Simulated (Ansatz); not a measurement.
# C₃H₁₃N₃OTi: how energies converge with the basis set

One table from this session's results is given with a row withheld; the runs are named, their logs left out.

Method: one geometry, several basis sets; program: Ansatz 0.2.0, Gaussian basis.

Plan: PBE0-D4/def2-SVP; ωB97M-V/def2-SVP; PBE0-D4/def2-QZVPP; ωB97M-V/def2-QZVPP; the functionals' def2-TZVPP values are taken from earlier runs.

## Structure used throughout

The geometry comes from an earlier relaxation with PBE0-D4 in a triple-zeta def2 set; it is a stationary point, not always the lowest conformer.

21 atoms, charge 0, spin multiplicity 1.

Atoms are counted from 1 here; the program's logs count them from 0.

Bond lengths: C1–N2 1.444 Å, C1–H9 1.093 Å, C1–H10 1.097 Å, C1–H11 1.098 Å, N2–Ti3 1.888 Å, N2–H12 1.011 Å, Ti3–O4 1.817 Å, Ti3–N5 1.892 Å, Ti3–N7 1.891 Å, O4–H13 0.955 Å, N5–C6 1.443 Å, N5–H14 1.014 Å, C6–H15 1.092 Å, C6–H16 1.098 Å, C6–H17 1.098 Å, N7–C8 1.444 Å, N7–H18 1.010 Å, C8–H19 1.098 Å and more. Angles: N2–C1–H9 109.9°, N2–C1–H10 112.6°, N2–C1–H11 112.1°, H9–C1–H10 107.0°, H9–C1–H11 107.1°, H10–C1–H11 107.8°, C1–N2–Ti3 125.8°, C1–N2–H12 112.4°, Ti3–N2–H12 121.2°, N2–Ti3–O4 111.3°, N2–Ti3–N5 109.5°, N2–Ti3–N7 105.3°, O4–Ti3–N5 110.7°, O4–Ti3–N7 113.8°, N5–Ti3–N7 105.9°, Ti3–O4–H13 138.9°, Ti3–N5–C6 131.2°, Ti3–N5–H14 116.8° and more.

As a file:

```
C    -2.6558   -1.7304   -0.2508
N    -1.2678   -1.5373    0.0980
Ti   -0.4277    0.1253    0.4048
O    -1.5619    1.3014    1.2004
N     1.1175   -0.1349    1.4646
C     2.4759   -0.4597    1.1015
N     0.1947    0.6900   -1.2886
C     0.8983    1.9257   -1.5376
H    -3.1408   -0.7621   -0.4010
H    -3.2185   -2.2532    0.5329
H    -2.7725   -2.2981   -1.1833
H    -0.7978   -2.4080    0.3051
H    -1.8693    2.1976    1.0813
H     1.0229    0.0317    2.4600
H     2.5514   -0.5558    0.0165
H     2.8080   -1.4109    1.5385
H     3.1898    0.3134    1.4145
H     0.0333    0.1544   -2.1293
H     1.8763    1.7613   -2.0083
H     1.0871    2.4460   -0.5935
H     0.3323    2.6144   -2.1785
```

Set-up of the first run:

File in.yaml:

```yaml
crystal:
  periodic: [false, false, false]
  atoms:
    - {symbol: C, position_ang: [-2.655847, -1.730371, -0.250819]}
    - {symbol: N, position_ang: [-1.267808, -1.537263, 0.097967]}
    - {symbol: Ti, position_ang: [-0.427708, 0.125316, 0.404847]}
    - {symbol: O, position_ang: [-1.561942, 1.301386, 1.200365]}
    - {symbol: N, position_ang: [1.117517, -0.134927, 1.464592]}
    - {symbol: C, position_ang: [2.475902, -0.459737, 1.101492]}
    - {symbol: N, position_ang: [0.194714, 0.690048, -1.288582]}
    - {symbol: C, position_ang: [0.898342, 1.925651, -1.537551]}
    - {symbol: H, position_ang: [-3.140802, -0.762148, -0.400995]}
    - {symbol: H, position_ang: [-3.218463, -2.253206, 0.532890]}
    - {symbol: H, position_ang: [-2.772530, -2.298120, -1.183316]}
    - {symbol: H, position_ang: [-0.797759, -2.408047, 0.305057]}
    - {symbol: H, position_ang: [-1.869336, 2.197559, 1.081269]}
    - {symbol: H, position_ang: [1.022920, 0.031706, 2.459952]}
    - {symbol: H, position_ang: [2.551415, -0.555802, 0.016508]}
    - {symbol: H, position_ang: [2.808010, -1.410854, 1.538480]}
    - {symbol: H, position_ang: [3.189765, 0.313386, 1.414502]}
    - {symbol: H, position_ang: [0.033273, 0.154432, -2.129340]}
    - {symbol: H, position_ang: [1.876335, 1.761257, -2.008321]}
    - {symbol: H, position_ang: [1.087142, 2.445984, -0.593471]}
    - {symbol: H, position_ang: [0.332259, 2.614449, -2.178528]}
basis:
  gaussian: {orbitals: def2-SVP}
hamiltonian: {xc: pbe0, dispersion: d4}
output: {orbitals: {seedname: orbitals}}
```

Run with:

```sh
> ansatz run in.yaml --threads 4 --pin off --events-out ev --progress --plain --max-ram 66560MiB --backend cpu
```

Steps of the session up to this table: PBE0-D4 in def2-SVP; ωB97M-V in def2-SVP; PBE0-D4 in def2-QZVPP; ωB97M-V in def2-QZVPP.

One of the session's tables, all rows but one given; the rest of the session is left out.

It belongs to the step «Functionals by basis». 

```
functional       basis  HOMO (eV)
   PBE0-D4    def2-SVP          ?
   PBE0-D4  def2-TZVPP      -6.22
   PBE0-D4  def2-QZVPP      -6.24
   ωB97M-V    def2-SVP      -8.30
   ωB97M-V  def2-TZVPP      -8.53
   ωB97M-V  def2-QZVPP      -8.56
```

**Question.** Estimate the row for PBE0-D4, def2-SVP.

As computed: HOMO (eV): -5.99. In the column «HOMO (eV)» it is the highest.
